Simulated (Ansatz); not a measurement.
A run of Ansatz 0.2.0 is set up as follows.

The input input.yaml:

```yaml
crystal:
  lattice:
    - [3.72497, 0.0, 0.0]
    - [-1.86248, 3.22592, 0.0]
    - [0.0, 0.0, 25.52766]
  atoms:
    - { symbol: Ca, position: [0.66667, 0.33333, 0.31076] }
    - { symbol: F, position: [0.0, 0.0, 0.27684] }
kpoints:
  mp_grid: { grid: [8, 8, 1] }
scf:
  occupations: { method: fermi_dirac, width: 0.05 }
hamiltonian:
  xc: pbe
  pseudopotentials: { kind: all_electron, lapw: { basis_error: 0.001 } }
output:
  forces: true
  stress: true
  eigenvalues: true
  populations: true
```

Potentials or basis: all-electron LAPW, scalar-relativistic.

The run is started by

```bash
$ ansatz run input.yaml --threads 4 --pin off --max-ram 12288MiB --backend cpu --events-out ev --progress --plain --runs-dir out
```

Q: Predict the Loewdin charges.

A: Ca +1.13; F -0.81 e.

Q: Predict the band gap on the k mesh.

A: None (metal or under the smearing width).

Q: What does it give for the largest force?

A: 0.015 eV/Å.

Forces on the atoms (eV/Å):
```
Ca   0.000  0.000 -0.015
F    0.000  0.000  0.015
```

Caveat: an odd number of electrons without spin polarisation forces a metal; a magnetic or distorted state may lie lower.
